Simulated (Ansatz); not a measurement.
I need a convergence test of the k-point mesh of W, space group Fm-3m. Use the Ansatz DFT code, driven from Python. Settings (first run): LDA, PAW, cutoff 530 eV, 3×3×3 k-points, Fermi-Dirac smearing of 0.1 eV. The script varies spacing (1/A): 0.9, 0.7, 0.55, 0.45, 0.35.

```
W
1.0
     0.00000    2.03000    2.03000
     2.03000    0.00000    2.03000
     2.03000    2.03000    0.00000
W
1
Cartesian
  0.0000 0.0000 0.0000
```

The script, `w_kconv.py`:
```python
"""k-point test for W."""

import ansatz as az
from ase import Atoms

CUTOFF_EV = 530
OCCUPATIONS = "Fermi-Dirac"
WIDTH_EV = 0.1
SCF_TOL = 1e-09
MAX_ITERATIONS = 100


def main() -> None:
    atoms = Atoms(
        ["W"],
        scaled_positions=[
            (0.0, 0.0, 0.0),
        ],
        cell=[
            (0.0, 2.03, 2.03),
            (2.03, 0.0, 2.03),
            (2.03, 2.03, 0.0),
        ],
        pbc=True,
    )
    xtal = az.Crystal.from_ase(atoms)

    model = (
        xtal.calculation()
        .functional(az.Functional.LDA)
        .pseudopotentials("paw")
        .basis(CUTOFF_EV)
        .occupations(OCCUPATIONS, width=WIDTH_EV)
        .scf(tolerance=SCF_TOL, max_iterations=MAX_ITERATIONS)
    )

    rows = []
    for value in [0.9, 0.7, 0.55, 0.45, 0.35]:
        data = model.kpoints(spacing=value).run(threads=1).report
        rows.append((value, data["free_energy_ev"] / len(data["lattice"]["sites"]), data["n_iterations"], data["n_kpoints"]))

    print("spacing (1/A)   F/atom (eV)    iterations      k-points")
    for row in rows:
        print(f"{str(row[0]):>12s}  {row[1]:12.5f}  {row[2]:12d}  {row[3]:12d}")

    # differences from the last row
    for row in rows[:-1]:
        shift = 1000 * (row[1] - rows[-1][1])
        print(f"{row[0]}: {shift:+.2f} meV/atom" + ("  (within 1 meV)" if abs(shift) < 1 else ""))


if __name__ == "__main__":
    main()
```

```console
$ python w_kconv.py
spacing (1/A)   F/atom (eV)    iterations      k-points
         0.9  -10128.95139             6             4
         0.7  -10129.39740             6             8
        0.55  -10129.33345             6            10
        0.45  -10129.26413             6            16
        0.35  -10129.32288             6            29
0.9: +371.49 meV/atom
0.7: -74.52 meV/atom
0.55: -10.56 meV/atom
0.45: +58.75 meV/atom
```

What to keep in mind:
- The run is spin-unpolarised.
- Spin-orbit coupling, which matters for elements this heavy, is left out.
- This isn't the structure that W takes at ambient conditions.
- Shifts are counted from the finest mesh, which is itself no proven limit.
- Wall time of the script: 2.4 s on 1 thread of Arm Neoverse V1, on a shared host, peak memory 0.32 GiB.
